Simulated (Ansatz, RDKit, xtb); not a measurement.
**C4H4O2S: ranking a sample of isomers**

A sample of isomers of C4H4O2S is drawn. Aim: find which of them has the lowest free energy at 298.15 K, then its properties. The sample is small against all isomers, and the most stable one of this formula need not be in it.

The funnel: GFN2-xTB relaxations, single points with a density functional, relaxations at PBE-D3(BJ)/def2-SVP, harmonic vibrations (at GFN2-xTB), and a last energy at a higher level. All values are calculated.

## Step 1: Possible bonding patterns

Isomers were taken from a list of plausible structures; this is a sample, not all of them. That gives 4 candidates.

| label | SMILES | spin |
| --- | --- | --- |
| c247 | Oc1ccc(O)s1 | singlet |
| c846 | Oc1cscc1O | singlet |
| c881 | Oc1csc(O)c1 | singlet |
| c976 | Oc1ccsc1O | singlet |

Candidates are built by distance geometry, with a force field where one applies, in up to four conformers (letters a to d).

Q: Predict the outcome of this search (final energies at CCSD(T)/def2-SVP + MP2/def2-TZVPP - MP2/def2-SVP).

| quantity | value |
| --- | --- |
| lowest structure found | Oc1cscc1O, singlet |
| next finalist | Oc1ccsc1O, singlet, 3.4 kcal/mol higher in G |
| share at equilibrium, among the finalists | 99.4 % |

`Oc1cscc1O` comes out lowest. Among the finalists first place is clear (3.4 kcal/mol); structures outside the list aren't covered. PBE-D3(BJ)/def2-SVP, HF/def2-SVP and MP2/def2-SVP already put its bonding pattern lowest among the structures in one piece; GFN2-xTB, HF/STO-3G and r2SCAN-D4/def2-SVP favour the singlet Oc1csc(O)c1. Lowest found is not proven lowest: the search is finite, and each finalist counts with one conformer. Only 4 drawn patterns were tried, so whole families of isomers are missing, and the result ranks this sample alone.
